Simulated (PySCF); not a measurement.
# C4F10: the cost of one run

The runs use PySCF 2.14.0; levels as typed in each script, gas phase, geometry from GFN2-xTB.

## (1) Starting geometry

SMILES `FC(F)(F)C(F)(F)C(F)(F)C(F)(F)F`, 14 atoms, charge 0, spin multiplicity 1.

Bond lengths: F1–C2 1.327 Å, C2–F3 1.329 Å, C2–F4 1.323 Å, C2–C5 1.561 Å, C5–F6 1.343 Å, C5–F7 1.344 Å, C5–C8 1.559 Å, C8–F9 1.343 Å, C8–F10 1.344 Å, C8–C11 1.561 Å, C11–F12 1.323 Å, C11–F13 1.327 Å, C11–F14 1.329 Å. Angles: F1–C2–F3 108.3°, F1–C2–F4 108.3°, F1–C2–C5 111.5°, F3–C2–F4 108.2°, F3–C2–C5 110.3°, F4–C2–C5 110.1°, C2–C5–F6 108.4°, C2–C5–F7 108.4°, C2–C5–C8 115.0°, F6–C5–F7 107.3°, F6–C5–C8 108.2°, F7–C5–C8 109.3°, C5–C8–F9 108.2°, C5–C8–F10 109.3°, C5–C8–C11 115.0°, F9–C8–F10 107.3°, F9–C8–C11 108.4°, F10–C8–C11 108.4° and more.

Geometry (Å):

```
F    -1.47359    0.81718   -1.40089
C    -1.58474    0.53464   -0.10862
F    -1.19516    1.59853    0.58658
F    -2.86073    0.30926    0.16019
C    -0.72744   -0.71083    0.28063
F    -1.35124   -1.81156   -0.17003
F    -0.68693   -0.79596    1.62087
C     0.72744   -0.71083   -0.28063
F     1.35124   -1.81156    0.17003
F     0.68693   -0.79596   -1.62087
C     1.58474    0.53464    0.10862
F     2.86073    0.30926   -0.16019
F     1.47359    0.81718    1.40089
F     1.19516    1.59853   -0.58658
```

## (2) Density, bond paths and surface potential (wB97X/def2-tzvp)

Contents of input.py:

```python
import numpy as np
from pyscf import gto, scf, dft
from pyscf.scf import atom_ks, atom_hf
from scipy.linalg import block_diag

def solve(mol, dm0=None, hcore=None):
    mf = (dft.UKS if mol.spin else dft.RKS)(mol, xc='wb97x')
    mf.grids.level = 3
    mf = mf.density_fit(auxbasis='def2-universal-jkfit')
    mf.conv_tol, mf.max_cycle = 1e-8, 80
    if hcore is not None:
        mf.get_hcore = lambda *args: hcore
    mf.kernel(dm0)
    if not mf.converged:
        mf = mf.newton().run(mf.mo_coeff, mf.mo_occ, max_cycle=30)
    assert mf.converged, 'SCF not converged'
    return mf

mol = gto.M(atom='''
F     -1.47359     0.81718    -1.40089
C     -1.58474     0.53464    -0.10862
F     -1.19516     1.59853     0.58658
F     -2.86073     0.30926     0.16019
C     -0.72744    -0.71083     0.28063
F     -1.35124    -1.81156    -0.17003
F     -0.68693    -0.79596     1.62087
C      0.72744    -0.71083    -0.28063
F      1.35124    -1.81156     0.17003
F      0.68693    -0.79596    -1.62087
C      1.58474     0.53464     0.10862
F      2.86073     0.30926    -0.16019
F      1.47359     0.81718     1.40089
F      1.19516     1.59853    -0.58658
''', basis='def2-tzvp', charge=0, spin=0, verbose=4)
mf = solve(mol)
mf.analyze()
# spherically averaged free atoms, for the promolecule
atm = atom_ks.get_atm_nrks(mol, xc='wb97x')
pro = block_diag(*[(atm[a[0]][2] * atm[a[0]][3]) @ atm[a[0]][2].T for a in mol._atom])
np.savez('result.npz', e=mf.e_tot, c=mf.mo_coeff, occ=mf.mo_occ, eps=mf.mo_energy, pro=pro, dip=mf.dip_moment(verbose=0), s2=mf.spin_square()[0])
```

Started as:

```sh
> OMP_NUM_THREADS=1 python input.py
```

Q: Estimate wall time and peak memory on 1 thread of AMD EPYC 9R45 (Zen 5), shared host.

About 61 s, with a peak of 2.1 GiB.
